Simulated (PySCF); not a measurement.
# C2H6CuO2 ([Cu(OMe)2]-): the cost of one run

Computed with PySCF 2.14.0, with density-fitted response routines of our own, on a single molecule in the gas phase. Atoms are numbered from 0 throughout.

### Step 1. Starting geometry

11 atoms, charge -1, multiplicity 1; geometry from: GFN2-xTB. The atoms were then displaced at random by about 0.03 Å, so the start is not that level's minimum.

Bonds of the start (Å): Cu0–O1 1.79, Cu0–O6 1.83, O1–C2 1.35, C2–H3 0.98, C2–H4 1.10, C2–H5 1.14, O6–C7 1.39, C7–H8 1.17, C7–H9 1.07, C7–H10 1.05.

### Step 2. Geometry optimisation at PBE0-D3(BJ)/def2-SVP

What the job is given:

```
{"job": {"xc": "PBE0", "basis": "def2-SVP", "d3": "d3bj", "grid": 1, "maxiter": 40, "shake": 0.03, "kind": "geom"}, "charge": -1, "multiplicity": 1}
Cu     0.086130    -0.075810     0.011930
O      0.003090    -0.124460     1.796890
C      0.022760    -1.338690     2.383710
H     -0.659420    -1.999280     2.137820
H      0.043720    -1.217160     3.480020
H      1.001870    -1.880280     2.177370
O      0.055570     0.107200    -1.804270
C     -0.043050     1.347790    -2.424680
H     -1.039640     1.879100    -2.110470
H     -0.080510     1.190890    -3.481890
H      0.707520     2.025210    -2.135530
```

The run is started by

```bash
$ OMP_NUM_THREADS=1 python probes_run.py task.json out
```

One launch serves the whole session: the jobs run in the order shown.

**Question.** How long does this first job take on 1 thread of AMD EPYC, shared host, and how much memory does it need?

About 1.8 min, with a peak of 0.47 GiB.
